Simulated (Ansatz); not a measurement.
# BrClH2Si: the cost of one run

The runs use Ansatz 0.2.0, Gaussian basis; PBE0-D4/def2-TZVP structures, single points in def2-TZVPP, no counterpoise correction.

Levels: SPW92, PBE-D4, BLYP-D4, r2SCAN-D4, B97M-V, PBE0-D4, B3LYP-D4, r2SCAN0-D4, BHLYP-D4, CAM-B3LYP-D4, wB97X-V, wB97M-V, B2PLYP, PBE-QIDH, RPA on PBE, Hartree-Fock, MP2, CCSD, CCSD(T).

Cores are frozen in the correlated methods. Filled d shells of the heavier atoms are correlated. B3LYP uses VWN-RPA correlation. B2PLYP carries no dispersion term here.

94 further runs of the same task are left out: 94 set aside as unsound or not needed.

**1. Where the work starts**

The complex: 7 atoms, charge 0, spin multiplicity 1.

Atoms are counted from 1 here; the program's logs count them from 0.

Bond lengths: Si1–Br2 2.229 Å, Si1–H3 1.473 Å, Si1–H4 1.475 Å, Si1–Cl5 2.033 Å, H6–F7 0.928 Å. Angles: Br2–Si1–H3 107.5°, Br2–Si1–H4 106.7°, Br2–Si1–Cl5 109.8°, H3–Si1–H4 113.7°, H3–Si1–Cl5 109.7°, H4–Si1–Cl5 109.2°.

Coordinates:

```tsv
atom	x (Å)	y (Å)	z (Å)
Si1	-0.29340	0.98582	-0.06772
Br2	0.41405	-0.07531	1.76058
H3	0.63092	0.64690	-1.16335
H4	-0.32276	2.42345	0.26052
Cl5	-2.17191	0.36747	-0.53779
H6	0.83560	-1.95308	0.28006
F7	0.90770	-2.39534	-0.53230
```

Its parts: BrClH₂Si holds atoms 1, 2, 3, 4, 5; HF holds atoms 6, 7. Each part counts its atoms afresh in its own runs.

**2. Relaxing BrClH₂Si alone**

File relax-a/in.yaml:

```yaml
crystal:
  periodic: [false, false, false]
  atoms:
    - {symbol: Si, position_ang: [-0.293399, 0.985816, -0.067718]}
    - {symbol: Br, position_ang: [0.414053, -0.075311, 1.760583]}
    - {symbol: H, position_ang: [0.630923, 0.646900, -1.163349]}
    - {symbol: H, position_ang: [-0.322763, 2.423447, 0.260517]}
    - {symbol: Cl, position_ang: [-2.171912, 0.367467, -0.537794]}
basis:
  gaussian: {orbitals: def2-TZVP}
hamiltonian: {xc: pbe0, dispersion: d4}
relax: {f_tol: 0.005, max_steps: 200}
```

Launch:

```bash
ansatz run in.yaml --threads 4 --pin off --events-out ev --progress --plain --max-ram 9574MiB
```

**Question.** How long does this run take on 4 threads of Arm Neoverse N1, shared host?

About 13 s.
